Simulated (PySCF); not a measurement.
# CHBClF3O2: the cost of one run

The runs use PySCF 2.14.0, with density-fitted response routines of our own; the level of theory stands in each step. All values are computed, except where a source is named. Atoms count from 0, in the outputs and in this text.

### 1 The starting structure

9 atoms, charge 0, multiplicity 1; geometry from: GFN2-xTB. The atoms were then displaced at random by about 0.01 Å, so the start is not that level's minimum.

Bonds of the start (Å): O0–B1 1.34, B1–Cl2 1.70, B1–O3 1.35, O3–C4 1.36, C4–F5 1.33, C4–F6 1.32, C4–F7 1.33, O0–H8 0.93.

### 2 Optimising the geometry at PBE0-D3(BJ)/def2-SVP

The job: settings as JSON, then the geometry in Å.

```
{"job": {"xc": "PBE0", "basis": "def2-SVP", "d3": "d3bj", "grid": 1, "shake": 0.01, "kind": "geom"}, "charge": 0, "multiplicity": 1}
O      1.290330    -0.520070    -0.601820
B      1.049360     0.248870     0.464240
Cl     2.258330     1.000950     1.401990
O     -0.205000     0.483460     0.904040
C     -1.317300    -0.016600     0.303250
F     -1.342750    -1.341760     0.279930
F     -2.394800     0.376810     0.966010
F     -1.438840     0.404350    -0.956820
H      2.158490    -0.653160    -0.901150
```

Command:

```sh
> OMP_NUM_THREADS=1 python probes_run.py task.json out
```

One launch serves the whole session: the jobs run in the order shown.

**Question.** How long does this first job take on 1 thread of Arm Neoverse V1, shared host, and how much memory does it need?

About 54 s, with a peak of 0.52 GiB.
